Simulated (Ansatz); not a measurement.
# AlGaH (quartet): from Hartree-Fock to the top rungs at distance Al1–H3 = 1.764 Å, 6-31G

Aim: climb from Hartree-Fock through coupled cluster and multireference methods for AlGaH (quartet) at one geometry and basis, and see what each rung misses.

Program: Ansatz 0.2.0, Gaussian basis. Level of theory: 6-31G, core rule «outside noble gas», up to 19 orbitals frozen. These are calculated values, not measurements.

The runs, in order: UHF; CCSD(T) on ROHF; CCSD(T) on UHF; BCCD(T) on ROHF; CISD; CCSDT(Q) on ROHF; CCSDT(Q) on UHF; CASSCF and MRCISD+Q, 5 electrons in 5 orbitals; CASSCF and NEVPT2, 5 electrons in 5 orbitals; CASSCF and MRCISD+Q, 7 electrons in 9 orbitals; CASSCF and NEVPT2, 7 electrons in 9 orbitals; Full CI.

32 further runs of the same task are left out: 25 that didn't finish, 7 set aside as unsound or not needed.

## Step 1: What is computed

The geometry derives from a PBE0/def2-TZVP stationary point (not a proven minimum). One bond is set to the value named and the two fragments are kept rigid. No spin-orbit coupling is included. The filled d shell of Ga may be among the frozen orbitals whatever the setting's name suggests; the logs give the count.

3 atoms, charge 0, spin multiplicity 4.

Atoms are counted from 1 here; the program's logs count them from 0.

Bond lengths: Al1–Ga2 2.344 Å, Al1–H3 1.764 Å. Angles: Ga2–Al1–H3 180.0°.

## Step 2: UHF

The input, in.yaml:

```yaml
crystal:
  periodic: [false, false, false]
  atoms:
    - {symbol: Al, position_ang: [0.000000, 0.000000, 0.193200]}
    - {symbol: Ga, position_ang: [0.000000, 0.000000, -2.150400]}
    - {symbol: H, position_ang: [0.000000, 0.000000, 1.957200]}
basis:
  gaussian: {orbitals: 6-31G}
magnetization: {spin_polarized: true, initial_magnetization: 3}
hamiltonian: {xc: hf}
output: {orbitals: {seedname: orbitals}}
```

Run with:

```bash
$ ansatz run in.yaml --threads 1 --pin off --events-out ev --progress --plain --max-ram 2393MiB
```

Further steps of the session: CCSD(T) on ROHF; CCSD(T) on UHF; BCCD(T) on ROHF; CISD; CCSDT(Q) on ROHF; CCSDT(Q) on UHF; CASSCF and MRCISD+Q, 5 electrons in 5 orbitals; CASSCF and NEVPT2, 5 electrons in 5 orbitals; CASSCF and MRCISD+Q, 7 electrons in 9 orbitals; CASSCF and NEVPT2, 7 electrons in 9 orbitals; Full CI.

Before running them: what should the planned runs give, taken together? Wanted: FCI below the RHF energy; RMP2 from FCI; UMP2 from FCI; RCCSD from FCI; RCCSD(T) from FCI; UCCSD(T) from FCI; RCCSDT(Q) from FCI; UCCSDT(Q) from FCI; NEVPT2 pair from FCI.

**Answer**, as computed:

| quantity | value |
| --- | --- |
| FCI below the RHF energy | -2.1486 eV |
| RMP2 from FCI | +66.8 kJ/mol |
| UMP2 from FCI | +66.4 kJ/mol |
| RCCSD from FCI | +8.7 kJ/mol |
| RCCSD(T) from FCI | +3.1 kJ/mol |
| UCCSD(T) from FCI | +2.5 kJ/mol |
| RCCSDT(Q) from FCI | +0.2 kJ/mol |
| UCCSDT(Q) from FCI | -0.3 kJ/mol |
| NEVPT2 pair from FCI | +54.8 kJ/mol |
| MRCISD+Q pair from FCI | +1.8 kJ/mol |
| NEVPT2 valence from FCI | +14.0 kJ/mol |
| levels within 1 kcal/mol (43 meV) | RCCSD(T), UCCSD(T), BCCD(T), RCCSDT, UCCSDT, RCCSDT(Q), UCCSDT(Q), MRCISD+Q pair, MRCISD valence, MRCISD+Q valence |
| T1 diagnostic | 0.038 |
| effectively unpaired electrons | 3.05 |

What this shows: RCCSD(T) lands +3.1 kJ/mol from the yardstick (1.5 % of the correlation energy). UCCSDT(Q) falls below full CI: unrestricted runs freeze a spin-polarised core, another one than full CI's, and coupled cluster isn't variational. One determinant dominates. Of the multireference levels listed MRCISD+Q valence comes nearest in total energy (+0.3 kJ/mol), which doesn't show that its space is the better one. These misses are within one basis, not against nature; the frozen cores of restricted and unrestricted runs differ, which can shift their rows.
